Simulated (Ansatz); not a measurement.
# VSe2, space group P-3m1: a comparison of magnetic orders

With the Ansatz DFT code, driven from Python.

The cells in order, each with its output:

**Cell 1**
```python
import warnings

import ansatz as az
import numpy as np


def count_gap(report):
    # lowest empty less highest filled band, counting bands; zero where they overlap
    return max(report.get("gap_by_band_count_ev") or 0.0, 0.0)
```

**Cell 2**
```python
CELL = [
    (6.71, 0.0, 0.0),
    (-1.6775, 2.905515, 0.0),
    (0.0, 0.0, 6.134),
]
ATOMS = [
    ("V", (0.0, 0.0, 0.0)),
    ("Se", (1 / 6, 2 / 3, 0.25)),
    ("Se", (1 / 3, 1 / 3, 0.75)),
    ("V", (0.5, 0.0, 0.0)),
    ("Se", (2 / 3, 2 / 3, 0.25)),
    ("Se", (5 / 6, 1 / 3, 0.75)),
]
```

**Cell 3**
```python
def magnet(moments):
    crystal = az.Crystal(lattice=az.Lattice.of(CELL))
    for (symbol, position), moment in zip(ATOMS, moments):
        crystal = crystal.atom(symbol, position, moment=moment or None)
    return crystal
```

**Cell 4**
```python
warnings.simplefilter("ignore", az.DeckWarning)
```

**Cell 5**
```python
# starting moments in muB, one an atom
orders = {
    "FM": [1.2, 0, 0, 1.2, 0, 0],
    "AFM": [1.2, 0, 0, -1.2, 0, 0],
}

rows = []
for label, moments in orders.items():
    model = (
        magnet(moments).calculation()
        .functional(az.Functional.LDA)
        .basis(510)  # a bare number is in eV
        .kpoints(11, 11, 6)
        .occupations("fermi_dirac")  # smearing steadies the SCF of a metal
        .hubbard("V", "d", u=4.4, j=0.9)  # on-site correction of the localised shell
        .spin("collinear")
        .band_table()
    )
    report = model.run(threads=1).report
    rows.append((label, report["free_energy_ev"], report["magnetization_mub"], report["absolute_magnetization_mub"], max(abs(m) for m in report["site_moments_mub"]), count_gap(report)))
    print(label, "site moments:", [round(m, 2) for m in report["site_moments_mub"]])
```
Output:
```text
RunWarning: iteration 1: there is no memory in which an SCF minimises its free energy, or in which one mixes in the place of another whose close was not accepted (`scf.algorithm`, `scf.convergence.dm_fallback`, `scf.lower_state_search`): it takes a memory [...]
RunWarning: the run takes no state from an SCF along what the orbitals of the run's state read of its open shells (or to have them read: on a GPU, or by another smearing), with 4 of the crystal's symmetry operations given up: the memory left no room for the minimisation of its SCF, so that no field was tried
FM site moments: [1.47, -0.11, -0.11, 1.47, -0.11, -0.11]
AFM site moments: [1.43, -0.03, 0.03, -1.43, 0.03, -0.03]
```

**Cell 6**
```python
# the same cell with no spin polarisation
plain = (
    magnet([0] * len(ATOMS)).calculation()
    .functional(az.Functional.LDA)
    .basis(510)
    .kpoints(11, 11, 6)
    .occupations("fermi_dirac")  # fractional filling near the Fermi level
    .hubbard("V", "d", u=4.4, j=0.9)  # on-site correction of the localised shell
    .band_table()
)
report = plain.run(threads=1).report
rows.append(("NM", report["free_energy_ev"], 0.0, 0.0, 0.0, count_gap(report)))
```

**Cell 7**
```python
lowest = min(row[1] for row in rows)
rows = [(row[0], 1000 * (row[1] - lowest) / 2, *row[2:]) for row in sorted(rows, key=lambda row: row[1])]
print("         order  meV/magnetic atom         net muB    absolute muB  largest site muB  gap by band count eV")
for row in rows:
    print(f"{str(row[0]):>14s}  {row[1]:17.2f}  {row[2]:14.3f}  {row[3]:14.3f}  {row[4]:16.3f}  {row[5]:20.3f}")
print("lowest of these starts:", rows[0][0])
```
Output:
```text
         order  meV/magnetic atom         net muB    absolute muB  largest site muB  gap by band count eV
           AFM               0.00           0.000           3.561             1.427                 0.000
            FM              50.71           2.813           4.041             1.473                 0.000
            NM             716.26           0.000           0.000             0.000                 0.000
lowest of these starts: AFM
```

In order of energy: antiferro- or ferrimagnetic (+0.0 meV an atom, largest site moment 1.43 μB), ferromagnetic (+16.9 meV an atom, largest site moment 1.47 μB) and non-magnetic (+238.8 meV an atom, largest site moment 0.00 μB). These are the states reached from the starts typed.

Other magnetic orders than the one started from may lie lower. A gap by band count of zero or less means overlapping bands, a metal. With one magnetic atom the cell can hold only ferromagnetic order. The structure is a deposited one; some such entries were measured under pressure or heat, so a shift against it needn't be the functional's error alone. Gaps and levels are Kohn-Sham values on a finite set of k-points, without spin-orbit coupling. Warnings are shown shortened and without file and line. Each row is the state reached from that start at the given structure, not necessarily the lowest of its order; other orders weren't tried. The script silences the warnings on its input, which a real study should read. Finished in 23 min on 1 thread of Arm Neoverse V2, with other jobs on the host, peak memory 2.5 GiB.
